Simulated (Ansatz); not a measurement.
# MnAu2: the cost of one run

Method: DFT LDA, PAW, plane waves, scalar-relativistic, in Ansatz 0.2.0.

The COD entry's cell or inner coordinates are ideal or old and differ from later refinements, so a difference from it is no clean test against experiment.

## Step 1: Starting point

The structure is tetragonal, space group I4/mmm (No. 139). The conventional cell has a = 3.363 Å, b = 3.363 Å, c = 8.592 Å, α = 90.00°, β = 90.00°, γ = 90.00°. Around Mn (site symmetry 4/mmm) lie 10 Au at 2.70 to 3.01 Å. Au (site symmetry 4mm) has 5 Au at 2.58 to 2.93 Å and 5 Mn at 2.70 to 3.01 Å as nearest neighbours.

As a file:

```
Mn Au
1.0
     1.68150   -1.68150   -4.29600
    -3.36300    0.00000    0.00000
     0.00000    3.36300   -8.59200
Mn Au
2 4
Direct
  0.00000 0.00000 0.00000
  0.00000 0.50000 0.50000
  0.65000 0.82500 0.82500
  0.65000 0.32500 0.32500
  0.35000 0.67500 0.67500
  0.35000 0.17500 0.17500
```

Labels such as Au6 number the atoms in the order of the input file.

Known so far: 9 plain starts ended in 3 states. The lowest came from “parallel moments, plain SCF [Mn1 4.50, Mn2 4.50 μB]”: ferromagnetic, site moments Mn1 3.71, Mn2 3.71 μB, total 7.89 μB per cell, no gap on the k-mesh, free energy -59141.7213 eV.

Runs to come: parallel moments, default search for lower states; opposed moments +-, default search for lower states; the moments typed in its input, symmetry off, plain SCF; the moments typed in its input, standard search for lower states.

A plain SCF has the search for lower states switched off and ends at the first converged state. The default search lets the program follow hints of a lower state (another filling of open shells, a soft direction), where it sees any. The standard and full searches may also try other magnetic orders and fillings, and need not reach the lowest state. With a search on, the program may also reshape the start on open shells. 

The total moment includes the space between the atomic spheres.

## Step 2: Parallel moments, default search for lower states

Input file input.yaml:

```yaml
crystal:
  lattice:
    - [1.6815, -1.6815, -4.296]
    - [-3.363, 0.0, 0.0]
    - [0.0, 3.363, -8.592]
  atoms:
    - { symbol: Mn, position: [0.0, 0.0, 0.0], spin: 4.5 }
    - { symbol: Mn, position: [0.0, 0.5, 0.5], spin: 4.5 }
    - { symbol: Au, position: [0.65, 0.825, 0.825] }
    - { symbol: Au, position: [0.65, 0.325, 0.325] }
    - { symbol: Au, position: [0.35, 0.675, 0.675] }
    - { symbol: Au, position: [0.35, 0.175, 0.175] }
magnetization:
  spin_polarized: true
hamiltonian:
  xc: lda
  pseudopotentials: { kind: paw }
basis:
  ecutwfc: 420
kpoints:
  mp_grid: { grid: [7, 8, 4] }
scf:
  occupations: { method: fermi_dirac, width: 0.05 }
output:
  forces: true
  stress: true
```

The run is started by

```sh
$ ansatz run input.yaml --threads 2 --pin off --max-ram 5120MiB --backend cpu --events-out ev --progress --plain --runs-dir out
```

What time and memory should one allow on 2 threads of Arm Neoverse V1, shared host?

About 67 s, with a peak of 1.2 GiB.
